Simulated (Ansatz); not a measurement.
# BaTiO3: the cost of one run

Method: DFT PBE, scalar-relativistic, plane waves, PAW, in Ansatz 0.2.0.

## Step 1: The system as given

Symmetry: P4/mmm, No. 123, tetragonal system. The conventional cell has a = 4.000 Å, b = 4.000 Å, c = 4.018 Å, α = 90.00°, β = 90.00°, γ = 90.00°. Around Ba (site symmetry 4/mmm) lie 12 O at 2.83 Å. Around Ti (site symmetry 4/mmm) lie 6 O at 2.00 to 2.01 Å. O (site symmetry 4/mmm) is surrounded by 2 Ti at 2.01 Å and 4 Ba at 2.83 Å. O (site symmetry mmm) is surrounded by 2 Ti at 2.00 Å and 4 Ba at 2.83 Å.

Structure file:

```cif
data_structure
_symmetry_space_group_name_H-M 'P 1'
_symmetry_Int_Tables_number 1
_cell_length_a 3.9998
_cell_length_b 3.9998
_cell_length_c 4.0180
_cell_angle_alpha 90.000
_cell_angle_beta 90.000
_cell_angle_gamma 90.000
_cell_volume 64.28
loop_
_atom_site_label
_atom_site_type_symbol
_atom_site_fract_x
_atom_site_fract_y
_atom_site_fract_z
_atom_site_occupancy
Ba1 Ba 0.00000 0.00000 0.00000 1
Ti1 Ti 0.50000 0.50000 0.50000 1
O1 O 0.50000 0.50000 0.00000 1
O2 O 0.50000 0.00000 0.50000 1
O3 O 0.00000 0.50000 0.50000 1
```

The structure comes from the Crystallography Open Database.

(A quick probe on a coarse mesh, which set the mesh and smearing, is not shown.)

## Step 3: Relaxing cell and atoms

The input, input.yaml:

```yaml
crystal:
  lattice:
    - [3.9998, 0.0, 0.0]
    - [0.0, 3.9998, 0.0]
    - [0.0, 0.0, 4.018]
  atoms:
    - { symbol: Ba, position: [0.0, 0.0, 0.0] }
    - { symbol: Ti, position: [0.5, 0.5, 0.5] }
    - { symbol: O, position: [0.5, 0.5, 0.0] }
    - { symbol: O, position: [0.5, 0.0, 0.5] }
    - { symbol: O, position: [0.0, 0.5, 0.5] }
basis:
  ecutwfc: 420
kpoints:
  mp_grid: { grid: [8, 8, 8] }
hamiltonian:
  xc: pbe
scf:
  occupations: { method: gaussian, width: 0.02 }
output:
  forces: true
  stress: true
  eigenvalues: true
  write_density: true
  write_potential: true
  elf: true
  volumetric_format: npy
relax:
  adjacent_minimum: "off"
  f_tol: 0.005
  max_steps: 80
  cell: { stress_tol: 0.05 }
```

Command:

```sh
$ ansatz run input.yaml --threads 2 --pin off --max-ram 5120MiB --backend cpu --events-out ev --progress --plain --runs-dir out
```

What time and memory should one allow on 2 threads of Intel Xeon Platinum 8175M at 2.50GHz (Skylake/Cascade Lake), shared host?

About 39 s, with a peak of 0.52 GiB.
